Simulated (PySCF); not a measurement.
**Mn⁺: excitation energy in x2c-QZVPPall plus 1 even-tempered diffuse shell per l**

Each state of manganese is computed at each level; their differences give the excitation energy. How far do the methods differ?

The numbers are computed with PySCF 2.14.0 (unrestricted determinants in a Gaussian basis, no spin-orbit coupling in the energies), except any that are marked as measured or tabulated.

## Step 1: What is computed

* Element: manganese (Z = 25)
* Basis: x2c-QZVPPall with one added diffuse shell each of s, p, d, f, g type (12s8p6d5f3g, 128 functions)
* Hamiltonian: scalar relativity by spin-free X2C-1e
* State 1: Mn⁺: [Ar] 3d4 4s1 4p1, one real determinant (an excited configuration)
* Needed too, but not shown: Mn⁺ [Ar] 3d5 4s1 (7S)
* Methods: UHF, LDA, PBE, PBE0, r2SCAN, BLYP, r2SCANh, B2PLYP, MP2
* Core shells frozen in the correlated runs: valence: [Ar]; valence and next inner shell: [Ne] (for Mn⁺)

Outer shells as boxes (Hund's rule):

Mn+ [Ar] 3d4 4s1 4p1
```
[Ar] core
3d [↑ ][↑ ][↑ ][↑ ][  ]
4s [↑ ]
4p [↑ ][  ][  ]
```

The runs were made by one driver on top of PySCF. The scripts below sum up each run's settings (the driver also hands on starting orbitals that pick excited configurations, and frozen orbitals as a list rather than a count), and the logs come from the driver's own runs. The driver starts from symmetry-adapted Hartree-Fock orbitals, holds the occupation by maximum overlap and uses a logarithmic radial grid for functionals, so a plain start would take other cycles.

The integrals over 128 functions and the set-up took 2.5 s of CPU time.

## Step 2: Mn⁺ [Ar] 3d4 4s1 4p1, method by method

UHF:

File input.py:

```python
from pyscf import gto, scf, dft, mp, cc
import basis_set_exchange as bse
mol = gto.M(atom="Mn 0 0 0", charge=1, spin=6, symmetry="D2h",
            basis=gto.basis.parse(bse.get_basis("x2c-QZVPPall", elements=["Mn"], fmt="nwchem", augment_diffuse=1)),
            nucmod="G")
mf = scf.UHF(mol).sfx2c1e()
mf.irrep_nelec = {'Ag': (5, 3), 'B1g': (1, 0), 'B2g': (1, 0), 'B3g': (1, 0), 'B1u': (3, 2), 'B2u': (2, 2), 'B3u': (2, 2)}
mf.kernel()
```

LDA:

Changes to input.py:

```diff
@@ -5,3 +5,3 @@
             nucmod="G")
-mf = scf.UHF(mol).sfx2c1e()
+mf = dft.UKS(mol, xc="LDA,VWN").sfx2c1e()
 mf.irrep_nelec = {'Ag': (5, 3), 'B1g': (1, 0), 'B2g': (1, 0), 'B3g': (1, 0), 'B1u': (3, 2), 'B2u': (2, 2), 'B3u': (2, 2)}
```

PBE:

Changes to input.py:

```diff
@@ -5,3 +5,3 @@
             nucmod="G")
-mf = dft.UKS(mol, xc="LDA,VWN").sfx2c1e()
+mf = dft.UKS(mol, xc="PBE").sfx2c1e()
 mf.irrep_nelec = {'Ag': (5, 3), 'B1g': (1, 0), 'B2g': (1, 0), 'B3g': (1, 0), 'B1u': (3, 2), 'B2u': (2, 2), 'B3u': (2, 2)}
```

PBE0:

Changes to input.py:

```diff
@@ -5,3 +5,3 @@
             nucmod="G")
-mf = dft.UKS(mol, xc="PBE").sfx2c1e()
+mf = dft.UKS(mol, xc="PBE0").sfx2c1e()
 mf.irrep_nelec = {'Ag': (5, 3), 'B1g': (1, 0), 'B2g': (1, 0), 'B3g': (1, 0), 'B1u': (3, 2), 'B2u': (2, 2), 'B3u': (2, 2)}
```

r2SCAN:

Changes to input.py:

```diff
@@ -5,3 +5,3 @@
             nucmod="G")
-mf = dft.UKS(mol, xc="PBE0").sfx2c1e()
+mf = dft.UKS(mol, xc="R2SCAN").sfx2c1e()
 mf.irrep_nelec = {'Ag': (5, 3), 'B1g': (1, 0), 'B2g': (1, 0), 'B3g': (1, 0), 'B1u': (3, 2), 'B2u': (2, 2), 'B3u': (2, 2)}
```

BLYP:

Changes to input.py:

```diff
@@ -5,3 +5,3 @@
             nucmod="G")
-mf = dft.UKS(mol, xc="R2SCAN").sfx2c1e()
+mf = dft.UKS(mol, xc="BLYP").sfx2c1e()
 mf.irrep_nelec = {'Ag': (5, 3), 'B1g': (1, 0), 'B2g': (1, 0), 'B3g': (1, 0), 'B1u': (3, 2), 'B2u': (2, 2), 'B3u': (2, 2)}
```

r2SCANh:

Changes to input.py:

```diff
@@ -5,3 +5,3 @@
             nucmod="G")
-mf = dft.UKS(mol, xc="BLYP").sfx2c1e()
+mf = dft.UKS(mol, xc="HYB_MGGA_XC_R2SCANH").sfx2c1e()
 mf.irrep_nelec = {'Ag': (5, 3), 'B1g': (1, 0), 'B2g': (1, 0), 'B3g': (1, 0), 'B1u': (3, 2), 'B2u': (2, 2), 'B3u': (2, 2)}
```

B2PLYP:

Changes to input.py:

```diff
@@ -5,3 +5,3 @@
             nucmod="G")
-mf = dft.UKS(mol, xc="HYB_MGGA_XC_R2SCANH").sfx2c1e()
+mf = dft.UKS(mol, xc="0.53*HF + 0.47*B88, 0.73*LYP").sfx2c1e()
 mf.irrep_nelec = {'Ag': (5, 3), 'B1g': (1, 0), 'B2g': (1, 0), 'B3g': (1, 0), 'B1u': (3, 2), 'B2u': (2, 2), 'B3u': (2, 2)}
```

MP2 (valence):

Changes to input.py:

```diff
@@ -5,4 +5,5 @@
             nucmod="G")
-mf = dft.UKS(mol, xc="0.53*HF + 0.47*B88, 0.73*LYP").sfx2c1e()
+mf = scf.UHF(mol).sfx2c1e()
 mf.irrep_nelec = {'Ag': (5, 3), 'B1g': (1, 0), 'B2g': (1, 0), 'B3g': (1, 0), 'B1u': (3, 2), 'B2u': (2, 2), 'B3u': (2, 2)}
 mf.kernel()
+mp.UMP2(mf, frozen=9).kernel()
```

## Step 3: Mn⁺ [Ar] 3d4 4s1 4p1, continued

MP2 (valence and next inner shell):

Changes to input.py since step 2:

```diff
@@ -8,2 +8,2 @@
 mf.kernel()
-mp.UMP2(mf, frozen=9).kernel()
+mp.UMP2(mf, frozen=5).kernel()
```

**Question.** What will these runs give?

As calculated:

```
                                 quantity                                                    value
excitation energy, Mn⁺ → [Ar] 3d4 4s1 4p1  UHF 9.279, MP2 (valence and next inner shell) 10.453 eV
```

**Reading.** The methods span 1.657 eV, from UHF (9.279) to LDA (10.935). No reference value is at hand in this session. All values hold for this basis alone; no basis-set limit was taken.
